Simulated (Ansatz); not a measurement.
# C2H12Al2N2: small, medium and large basis sets

An exercise on one series of results from a longer session: the logs are not shown, and one member is left open.

Program: Ansatz 0.2.0, Gaussian basis. Level of theory: one geometry, several basis sets. These are calculated values, not measurements.

Plan: PBE0-D4/def2-SVP; ωB97M-V/def2-SVP; PBE0-D4/def2-QZVPP; ωB97M-V/def2-QZVPP; the functionals' def2-TZVPP values are taken from earlier runs.

1 further run of the same task is left out (it didn't finish). Runs told in other sessions of the task aren't counted.

## The geometry

An earlier PBE0-D4 in a triple-zeta def2 set relaxation fixed the geometry.

SMILES `[CH3][Al@H-]1[NH2+][Al@@H-]([CH3])[NH2+]1`, 18 atoms, charge 0, spin multiplicity 1.

Atoms are counted from 1 here; the program's logs count them from 0.

Bond lengths: C1–Al2 1.960 Å, C1–H7 1.095 Å, C1–H8 1.096 Å, C1–H9 1.095 Å, Al2–N3 1.959 Å, Al2–N6 1.959 Å, Al2–H10 1.596 Å, N3–Al4 1.959 Å, N3–H11 1.014 Å, N3–H12 1.014 Å, Al4–C5 1.960 Å, Al4–N6 1.959 Å, Al4–H13 1.596 Å, C5–H14 1.095 Å, C5–H15 1.096 Å, C5–H16 1.095 Å, N6–H17 1.014 Å, N6–H18 1.014 Å. Angles: Al2–C1–H7 111.9°, Al2–C1–H8 112.2°, Al2–C1–H9 111.9°, H7–C1–H8 107.0°, H7–C1–H9 106.6°, H8–C1–H9 107.0°, C1–Al2–N3 110.3°, C1–Al2–N6 110.3°, C1–Al2–H10 123.5°, N3–Al2–N6 87.8°, N3–Al2–H10 109.6°, N6–Al2–H10 109.6°, Al2–N3–Al4 92.1°, Al2–N3–H11 114.7°, Al2–N3–H12 114.3°, Al4–N3–H11 114.7°, Al4–N3–H12 114.3°, H11–N3–H12 106.8° and more.

Set-up of the first run:

in.yaml

```yaml
crystal:
  periodic: [false, false, false]
  atoms:
    - {symbol: C, position_ang: [0.473265, 2.453469, -0.192532]}
    - {symbol: Al, position_ang: [1.183956, 0.830512, 0.646543]}
    - {symbol: N, position_ang: [1.276007, -0.626267, -0.659709]}
    - {symbol: Al, position_ang: [-0.236205, -1.557536, 0.167098]}
    - {symbol: C, position_ang: [-1.826940, -1.415057, -0.969721]}
    - {symbol: N, position_ang: [-0.252638, -0.158773, 1.538272]}
    - {symbol: H, position_ang: [1.197344, 2.910476, -0.875072]}
    - {symbol: H, position_ang: [-0.434518, 2.256335, -0.774195]}
    - {symbol: H, position_ang: [0.218259, 3.217679, 0.549066]}
    - {symbol: H, position_ang: [2.492555, 0.812453, 1.560435]}
    - {symbol: H, position_ang: [1.123658, -0.342820, -1.620909]}
    - {symbol: H, position_ang: [2.145561, -1.146832, -0.642877]}
    - {symbol: H, position_ang: [0.267139, -2.929472, 0.809272]}
    - {symbol: H, position_ang: [-1.748717, -2.045897, -1.861334]}
    - {symbol: H, position_ang: [-1.998105, -0.389683, -1.317018]}
    - {symbol: H, position_ang: [-2.734066, -1.729930, -0.443389]}
    - {symbol: H, position_ang: [-1.128038, 0.346118, 1.617056]}
    - {symbol: H, position_ang: [-0.018506, -0.484774, 2.469023]}
basis:
  gaussian: {orbitals: def2-SVP}
hamiltonian: {xc: pbe0, dispersion: d4}
output: {orbitals: {seedname: orbitals}}
```

Started as:

```sh
$ ansatz run in.yaml --threads 4 --pin off --events-out ev --progress --plain --max-ram 11315MiB
```

Among the steps run: PBE0-D4 in def2-SVP; ωB97M-V in def2-SVP; PBE0-D4 in def2-QZVPP; ωB97M-V in def2-QZVPP.

One table of the session follows, with a row left open; its other results are not shown here.

It belongs to the step «Functionals by basis». 

| functional | basis | HOMO (eV) | LUMO (eV) |
| --- | --- | --- | --- |
| PBE0-D4 | def2-SVP | -7.53 | 0.66 |
| PBE0-D4 | def2-TZVPP | -7.58 | 0.24 |
| PBE0-D4 | def2-QZVPP | -7.59 | -0.11 |
| ωB97M-V | def2-SVP | ? | ? |
| ωB97M-V | def2-TZVPP | -9.84 | 1.59 |
| ωB97M-V | def2-QZVPP | -9.85 | 0.81 |

Q: Estimate the row for ωB97M-V, def2-SVP from the others.

**Answer.** HOMO (eV): -9.78; LUMO (eV): 2.25. In the column «HOMO (eV)» it lies between ωB97M-V, def2-TZVPP (-9.84) and PBE0-D4, def2-QZVPP (-7.59).
